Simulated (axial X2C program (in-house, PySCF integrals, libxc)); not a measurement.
**NbF⁺: EOM-IP-CCSD levels**

Aim: EOM-IP-CCSD levels of NbF⁺, with spin–orbit coupling in the Hamiltonian from the start.

Program: an in-house X2C program for linear molecules on PySCF integrals. Level of theory: two-component X2C with atomic mean-field terms, Nb dyall-cv3z, F dyall-av3z. These are calculated values, not measurements.

### Step 1. Set-up

Contents of task.json:

```json
{"zs": [41, 9], "q": 1, "bas": ["dyall-cv3z", "dyall-av3z"], "r0": 2.11, "eom": "ip", "rq": 0, "thr": -2.0, "nmax": 95, "grid": [1, 0.96, 1.045, 0.92, 1.09, 1.15]}
```

Keys: zs atomic numbers; q charge; bas basis sets; r0 starting distance in Å; eom kind of EOM run; thr threshold in hartree for freezing inner shells (an s shell follows its p shell); nmax most natural virtual spinors; grid distances as factors.

Started as:

```
$ python soeom.py task.json out
```

Further steps of the session: EOM-IP-CCSD at 1.875 Å.

Q: Predict the outcome of this session. Wanted: next root led by one particle; T1 of the reference.

As calculated:

| quantity | value |
| --- | --- |
| lowest root at 1.875 Å | Ω = 1/2, 7.359 eV |
| next root led by one particle | Ω = 3/2, about 9880 cm⁻¹ higher |
| T1 of the reference | 0.019 |

**Reading.** Removing an electron from the reference determinant of NbF costs 7.36 eV and empties a spinor of 58% Nb sσ, 17% Nb dσ, 8% Nb dπ. The closed-shell reference lies 1.67 eV above the lowest determinant found, so these energies count from an excited configuration. Errors of 0.1 to 0.3 eV are usual at this size, and roots led by higher excitations are left out, so the list is incomplete, and low states of that kind can be missing.
